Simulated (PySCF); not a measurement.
# BH₆NSSi: electronic excitations and core binding energies

Wanted: the electronic excitations and core binding energies of BH₆NSSi (`NBS[SiH3]`), by calculation.

The runs use PySCF 2.14.0, with density-fitted response routines of our own; the level of theory stands in each step. All values are computed, except where a source is named. Atoms are numbered from 0 throughout.

## 1. Starting geometry

10 atoms, charge 0, multiplicity 1; geometry from: GFN2-xTB.

Bonds of the start (Å): N0–B1 1.38, B1–S2 1.81, S2–Si3 2.14, N0–H4 1.01, N0–H5 1.00, B1–H6 1.17, Si3–H7 1.45, Si3–H8 1.46, Si3–H9 1.46.

## 2. TDDFT and polarisability: wB97X-D/def2-SVPD

The job: settings as JSON, then the geometry in Å.

```
{"job": {"kind": "uv", "xc": "wB97X-D", "basis": "def2-SVPD", "nstates": 8, "ntriplets": 3}, "charge": 0, "multiplicity": 1}
N      2.328031    -0.054210    -0.239894
B      0.968986     0.193454    -0.253942
S     -0.098818    -0.807859     0.805673
Si    -2.063680    -0.106619     0.326974
H      2.742731    -0.768219     0.335883
H      3.001329     0.451738    -0.788206
H      0.522154     1.033071    -0.936457
H     -2.912150    -0.897880     1.200659
H     -2.150624     1.321605     0.612390
H     -2.329077    -0.360428    -1.085607
```

Level: TDDFT wB97X-D/def2-SVPD, vertical, gas phase, core orbitals frozen in the response.

Started as:

```sh
$ OMP_NUM_THREADS=1 python probes_run.py task.json out
```

This one command runs all jobs of the session in turn.

Output:

```text
coarse grid: 9120 points
cycle   1  E = -770.5691458373  dE =  2.345e-01  |g| = 3.541e-01  |ddm| = 3.841e+00
cycle   2  E = -770.5879728922  dE = -1.883e-02  |g| = 2.909e-01  |ddm| = 1.043e+00
cycle   3  E = -770.6072127335  dE = -1.924e-02  |g| = 3.940e-02  |ddm| = 3.882e-01
cycle   4  E = -770.6076265099  dE = -4.138e-04  |g| = 1.912e-02  |ddm| = 1.046e-01
cycle   5  E = -770.6077259826  dE = -9.947e-05  |g| = 2.993e-03  |ddm| = 4.201e-02
cycle   6  E = -770.6077299183  dE = -3.936e-06  |g| = 6.860e-04  |ddm| = 1.117e-02
final grid: 78104 points
cycle   7  E = -770.6893997438  dE = -5.480e-05  |g| = 6.312e-03  |ddm| = 9.380e-02
cycle   8  E = -770.6894008889  dE = -1.145e-06  |g| = 6.098e-03  |ddm| = 1.660e-02
cycle   9  E = -770.6894087585  dE = -7.870e-06  |g| = 4.968e-04  |ddm| = 5.659e-03
cycle  10  E = -770.6894088332  dE = -7.471e-08  |g| = 1.672e-04  |ddm| = 1.574e-03
cycle  11  E = -770.6894088451  dE = -1.191e-08  |g| = 4.292e-05  |ddm| = 5.454e-04
cycle  12  E = -770.6894088460  dE = -8.790e-10  |g| = 9.682e-06  |ddm| = 1.338e-04
converged SCF energy = -770.6894088460

Static polarisability (au): isotropic 71.694, principal 56.610 66.062 92.411

Singlet excitations
state   eV       nm        f      main configurations
  1   6.2577    198.1   0.00997   H->L 0.81
  2   6.3562    195.1   0.15794   H->L+1 0.94
  3   6.9981    177.2   0.00110   H->L+2 0.49, H->L+3 0.17, H->L+5 0.10
  4   7.0704    175.4   0.00103   H-1->L+1 0.88
  5   7.1930    172.4   0.01669   H->L+3 0.63, H->L+2 0.13
  6   7.6198    162.7   0.13088   H-1->L 0.74
  7   7.6844    161.3   0.00866   H->L+5 0.56, H->L+4 0.21
  8   7.8070    158.8   0.02221   H->L+4 0.66, H->L+5 0.18

Triplet excitations (Tamm-Dancoff, eV): 5.5511 6.0108 6.7332
```

It took 25 s on 1 thread of Arm Neoverse N1, shared host; peak memory 0.56 GiB.

Frontier orbitals and where they lie:

```tsv
orbital	eV	atoms
HOMO−3	-11.56	S2 31 %, Si3 28 %, H7 21 %
HOMO−2	-11.14	N0 52 %, B1 19 %, S2 9 %
HOMO−1	-10.14	S2 59 %, B1 15 %, Si3 10 %
HOMO	-8.93	S2 60 %, N0 15 %, Si3 9 %
LUMO	1.61	B1 32 %, S2 21 %, Si3 17 %
LUMO+1	1.88	B1 35 %, S2 18 %, N0 15 %
LUMO+2	2.04	Si3 38 %, B1 20 %, S2 11 %
```

With each of the 8 states as a Gaussian band of 0.4 eV half-width at 1/e, the curve within the window shown has maxima at 195 nm (ε 6,800), 163 nm (ε 6,600) L/(mol cm). Beyond the last state computed it falls off for lack of states. The curve at chosen wavelengths:

| nm | ε (L/mol/cm) |
| --- | --- |
| 153 | 1833 |
| 156 | 3703 |
| 158 | 5032 |
| 161 | 6399 |
| 164 | 6436 |
| 166 | 5777 |
| 169 | 4290 |
| 171 | 3298 |
| 174 | 2168 |
| 177 | 1639 |
| 179 | 1650 |
| 182 | 2214 |
| 185 | 3341 |
| 187 | 4276 |
| 190 | 5640 |
| 193 | 6567 |
| 195 | 6787 |
| 198 | 6472 |
| 201 | 5540 |
| 203 | 4725 |
| 206 | 3447 |
| 208 | 2663 |
| 211 | 1694 |
| 214 | 1002 |
| 216 | 680 |
| 219 | 362 |

Leading natural transition orbitals of singlet state 2: the hole lies on S2 71 %; N0 10 %; the particle on B1 38 %; H6 15 %; S2 13 %.

Leading natural transition orbitals of singlet state 1: the hole lies on S2 70 %; N0 10 %; the particle on S2 23 %; Si3 18 %; H4, H8, H9 about 13 % each.

Ground-state properties from the same run:

```tsv
property	computed
dipole moment (D)	1.56
polarisability (Å³)	10.62
HOMO–LUMO gap (eV)	10.53
−ε(HOMO) (eV)	8.93
```

Orbitals, density, ELF and potential are computed afterwards from the orbital file.

Frontier orbitals at wB97X-D/def2-SVPD, with the share of their density that lies nearest to each atom:

```tsv
orbital	energy (eV)	lies on
HOMO	-8.93	S2 67 %; N0 14 %
LUMO	1.61	H4, H5 about 17 % each; S2 14 %; 4 H atoms about 9 % each
```

ELF in a plane through or near 8 of the atoms.

Ten even steps from ' ' (0.00) to '@' (1.00):
```
                                                        
                                                        
                                                        
                    ..++**--..                          
                    ##@@@@@@**                          
                    @@@@@@@@%%                          
        ::**##--    @@@@@@@@@@    ..::::..              
        ##@@@@%%--..**@@@@@@++    ::====--..            
      ..%%@@@@@@**==----%%##--  ..::....::..            
        **%%@@@@--%%==@@..++==--==  ####  ::..          
        ..--**==**####..**%%##**%%..##%%..%%##++..      
          ..**@@%%**--==%%--..::@@**....%%@@@@@@**      
          --%%@@@@++..==##::**::%%##--##@@@@@@@@%%      
          ==@@@@@@--  --##..++::##==::%%@@@@@@@@%%      
          ::##%%##    ==%%%%##%%##::  ==@@@@@@@@==      
            ..::      ==##%%@@%%**..    ##@@%%++        
                      ::++####**--        ..            
                        --++++==..                      
                                                        
                                                        
```
The map spans 11.4 Å across and 7.9 Å up, centred on the molecule. Atoms in the plane (x, y in Å): N0 (-2.3, -0.1), B1 (-1.0, 0.2), S2 (0.2, -1.1), Si3 (2.1, -0.1), H4 (-2.6, -1.1), H5 (-3.1, 0.5), H6 (-0.7, 1.3), H7 (3.1, -1.1).

log10 of the density (e/Å³) in the same plane.

Ten even steps from '0' (-4.0) to '9' (1.9):
```
0000000000000000000000000000
0000000000011100000000000000
0000000001222211101100000000
0000000012233222111111000000
0000001122344432222222110000
0000122233455543333333210000
0001334444567654344443321000
0012445555666654455554322000
0012456666666654556654332100
0013456777796655568865432100
0012456797666666669965543210
0002346776666777666666543210
0002345776556898665666543210
0001345665456787655566543210
0001234444445666554455442100
0000112332345555543333332100
0000001111234444432222211000
0000000001123333322111110000
0000000000012222210000000000
0000000000000111000000000000
```
The map spans 11.4 Å across and 7.9 Å up, centred on the molecule. Atoms in the plane (x, y in Å): N0 (-2.3, -0.1), B1 (-1.0, 0.2), S2 (0.2, -1.1), Si3 (2.1, -0.1), H4 (-2.6, -1.1), H5 (-3.1, 0.5), H6 (-0.7, 1.3), H7 (3.1, -1.1).

On the surface of density 0.002 e/bohr³ the electrostatic potential runs, from the 1st to the 99th percentile, from -0.91 V near S2 to 1.84 V near H5.

## 3. Core-electron binding energies: SCAN, X2C

The job, as its differences from that of step 2:

```diff
@@ -1,2 +1,2 @@
-{"job": {"kind": "uv", "xc": "wB97X-D", "basis": "def2-SVPD", "nstates": 8, "ntriplets": 3}, "charge": 0, "multiplicity": 1}
+{"job": {"kind": "xps"}, "charge": 0, "multiplicity": 1}
 N      2.328031    -0.054210    -0.239894
```

With the program's defaults for keys left out, this is: delta-SCF UKS SCAN, pcX-2 on the ionised atom, pcseg-1 elsewhere, spin-free X2C.

Output:

```text
ground state, core basis on atom 0 (N), 125 functions
  cycle   1  E = -772.45366930  |g| = 4.40e-01
  cycle   2  E = -772.40169078  |g| = 6.48e-01
  cycle   3  E = -772.50039548  |g| = 8.56e-02
  cycle   4  E = -772.50221835  |g| = 3.11e-02
  cycle   5  E = -772.50247797  |g| = 9.56e-03
  cycle   6  E = -772.50250281  |g| = 2.41e-03
  cycle   7  E = -772.50250470  |g| = 8.55e-04
  cycle   8  E = -772.50250550  |g| = 2.96e-04
  E(ground) = -772.54935882 Eh
hole in N 1s of atom 0
  cycle   1  E = -756.91126658  |g| = 1.86e+00
  cycle   2  E = -756.15420351  |g| = 2.08e+00
  cycle   3  E = -757.47151154  |g| = 4.90e-01
  cycle   4  E = -757.47595960  |g| = 4.41e-01
  cycle   5  E = -757.60866573  |g| = 5.39e-02
  cycle   6  E = -757.61036699  |g| = 1.62e-02
  cycle   7  E = -757.61054052  |g| = 4.64e-03
  cycle   8  E = -757.61055632  |g| = 1.14e-03
  cycle   9  E = -757.61055816  |g| = 5.88e-04
  cycle  10  E = -757.61055833  |g| = 3.06e-04
  E(ion) = -757.65626568 Eh   <S^2> = 0.7639   hole on atom = 1.000   binding energy = 405.262 eV
ground state, core basis on atom 1 (B), 125 functions
  cycle   1  E = -772.48398641  |g| = 5.19e-02
  cycle   2  E = -772.48369664  |g| = 4.14e-02
  cycle   3  E = -772.48410850  |g| = 1.94e-02
  cycle   4  E = -772.48422553  |g| = 3.26e-03
  cycle   5  E = -772.48423013  |g| = 7.95e-04
  cycle   6  E = -772.48422888  |g| = 2.01e-04
  E(ground) = -772.53453129 Eh
hole in B 1s of atom 1
  cycle   1  E = -764.86720117  |g| = 1.17e+00
  cycle   2  E = -763.26528779  |g| = 1.90e+00
  cycle   3  E = -765.09961557  |g| = 5.11e-01
  cycle   4  E = -765.14518127  |g| = 4.86e-01
  cycle   5  E = -765.28246010  |g| = 7.05e-02
  cycle   6  E = -765.28472580  |g| = 3.16e-02
  cycle   7  E = -765.28540137  |g| = 8.60e-03
  cycle   8  E = -765.28549797  |g| = 5.77e-03
  cycle   9  E = -765.28554484  |g| = 3.94e-03
  cycle  10  E = -765.28557546  |g| = 1.35e-03
  cycle  11  E = -765.28557978  |g| = 5.31e-04
  cycle  12  E = -765.28557824  |g| = 2.55e-04
  E(ion) = -765.33698496 Eh   <S^2> = 0.8089   hole on atom = 1.000   binding energy = 195.855 eV
ground state, core basis on atom 2 (S), 136 functions
  cycle   1  E = -772.63490779  |g| = 4.04e-01
  cycle   2  E = -772.63486172  |g| = 3.38e-02
  cycle   3  E = -772.63450783  |g| = 4.74e-02
  cycle   4  E = -772.63519059  |g| = 5.48e-03
  cycle   5  E = -772.63518777  |g| = 3.15e-03
  cycle   6  E = -772.63519010  |g| = 2.59e-04
  E(ground) = -772.67025406 Eh
hole in S 1s of atom 2
  cycle   1  E = -680.42215371  |g| = 5.08e+00
  cycle   2  E = -680.73677833  |g| = 2.17e+00
  cycle   3  E = -681.14333922  |g| = 9.77e-01
  cycle   4  E = -681.57481303  |g| = 3.76e-01
  cycle   5  E = -681.63009798  |g| = 1.86e-01
  cycle   6  E = -681.64566331  |g| = 4.04e-02
  cycle   7  E = -681.64618483  |g| = 1.52e-02
  cycle   8  E = -681.64630047  |g| = 5.29e-03
  cycle   9  E = -681.64631612  |g| = 1.24e-03
  cycle  10  E = -681.64631575  |g| = 2.18e-04
  E(ion) = -681.67203808 Eh   <S^2> = 0.7512   hole on atom = 1.000   binding energy = 2476.188 eV
hole in S 2p of atom 2
  cycle   1  E = -765.97392365  |g| = 1.52e+00
  cycle   2  E = -765.87890126  |g| = 1.28e+00
  cycle   3  E = -766.36066972  |g| = 3.41e-01
  cycle   4  E = -766.40605564  |g| = 1.84e-01
  cycle   5  E = -766.41991213  |g| = 6.60e-02
  cycle   6  E = -766.42206758  |g| = 1.70e-02
  cycle   7  E = -766.42220691  |g| = 6.59e-03
  cycle   8  E = -766.42222931  |g| = 1.17e-03
  cycle   9  E = -766.42222958  |g| = 8.78e-04
  cycle  10  E = -766.42223050  |g| = 1.40e-04
  E(ion) = -766.46363271 Eh   <S^2> = 0.7539   hole on atom = 1.001   binding energy = 168.891 eV
  2p3/2 = 168.393 eV   2p1/2 = 169.623 eV
ground state, core basis on atom 3 (Si), 136 functions
  cycle   1  E = -772.58332359  |g| = 2.88e-01
  cycle   2  E = -772.58320780  |g| = 4.56e-02
  cycle   3  E = -772.58280165  |g| = 5.16e-02
  cycle   4  E = -772.58358263  |g| = 1.10e-02
  cycle   5  E = -772.58361181  |g| = 2.19e-03
  cycle   6  E = -772.58361175  |g| = 2.98e-04
  E(ground) = -772.59102398 Eh
hole in Si 1s of atom 3
  cycle   1  E = -703.64601908  |g| = 4.35e+00
  cycle   2  E = -702.21507117  |g| = 2.53e+00
  cycle   3  E = -696.81183093  |g| = 2.65e+00
  cycle   4  E = -704.64236062  |g| = 3.27e-01
  cycle   5  E = -704.65914740  |g| = 2.65e-01
  cycle   6  E = -704.70211491  |g| = 8.40e-02
  cycle   7  E = -704.70577426  |g| = 2.77e-02
  cycle   8  E = -704.70609655  |g| = 9.97e-03
  cycle   9  E = -704.70615387  |g| = 4.84e-03
  cycle  10  E = -704.70616890  |g| = 1.01e-03
  cycle  11  E = -704.70617155  |g| = 3.98e-04
  E(ion) = -704.72285412 Eh   <S^2> = 0.7526   hole on atom = 1.000   binding energy = 1846.787 eV
hole in Si 2p of atom 3
  cycle   1  E = -768.30286119  |g| = 1.23e+00
  cycle   2  E = -767.86597740  |g| = 1.29e+00
  cycle   3  E = -768.48690244  |g| = 4.60e-01
  cycle   4  E = -768.62095627  |g| = 1.27e-01
  cycle   5  E = -768.62687604  |g| = 6.16e-02
  cycle   6  E = -768.62876829  |g| = 2.16e-02
  cycle   7  E = -768.62902692  |g| = 3.90e-03
  cycle   8  E = -768.62903775  |g| = 1.77e-03
  cycle   9  E = -768.62903987  |g| = 5.90e-04
  cycle  10  E = -768.62904059  |g| = 3.16e-04
  E(ion) = -768.64870520 Eh   <S^2> = 0.7531   hole on atom = 1.002   binding energy = 107.276 eV
  2p3/2 = 107.035 eV   2p1/2 = 107.659 eV
```

It took 43 s on 1 thread of Arm Neoverse N1, shared host; peak memory 0.43 GiB.

The holes in one table. −ε is the ground-state orbital energy:

```tsv
hole	stands for	environment	ΔSCF (eV; 2p as the shell's mean)	−ε (eV)	⟨S²⟩
N1s on N0	N0	nitrogen bonded to B, 2 H	405.26	386.1	0.764
B1s on B1	B1	boron bonded to N, S, H	195.86	180.4	0.809
S1s on S2	S2	sulfur bonded to B, Si	2476.19	2414.3	0.751
S2p on S2	S2	sulfur bonded to B, Si	168.80	157.4	0.754
Si1s on Si3	Si3	silicon bonded to S, 3 H	1846.79	1793.7	0.753
Si2p on Si3	Si3	silicon bonded to S, 3 H	107.24	96.5	0.753
```

With the spin-orbit splitting: S2 2p3/2 168.39, 2p1/2 169.62 eV; Si3 2p3/2 107.03, 2p1/2 107.66 eV. The table gives each 2p level as the mean over the whole 2p shell (two parts 2p3/2, one part 2p1/2), which differs a little from the single hole in the log.

## 4. What came out

```
                                quantity                        value
      lowest singlet (wB97X-D/def2-SVPD)  6.26 eV (198 nm), f = 0.010
brightest single state of those computed  state 2, 6.36 eV, f = 0.158
                          lowest triplet                      5.55 eV
   surface potential, 1st and 99th percentile           -0.91 V and 1.84 V
        N1s binding energies, SCAN/pcX-2                 N0 405.26 eV
        B1s binding energies, SCAN/pcX-2                 B1 195.86 eV
        S1s binding energies, SCAN/pcX-2                S2 2476.19 eV
        S2p binding energies, SCAN/pcX-2                 S2 168.80 eV
       Si1s binding energies, SCAN/pcX-2               Si3 1846.79 eV
       Si2p binding energies, SCAN/pcX-2                Si3 107.24 eV
```

What this shows: The first singlet state (HOMO→LUMO 0.81) lies at 6.26 eV and is weak; of the 8 states computed, the strongest absorption comes from state 2 at 6.36 eV. The lowest triplet lies 0.71 eV below the lowest singlet (triplets in Tamm-Dancoff, singlets in full TDDFT).
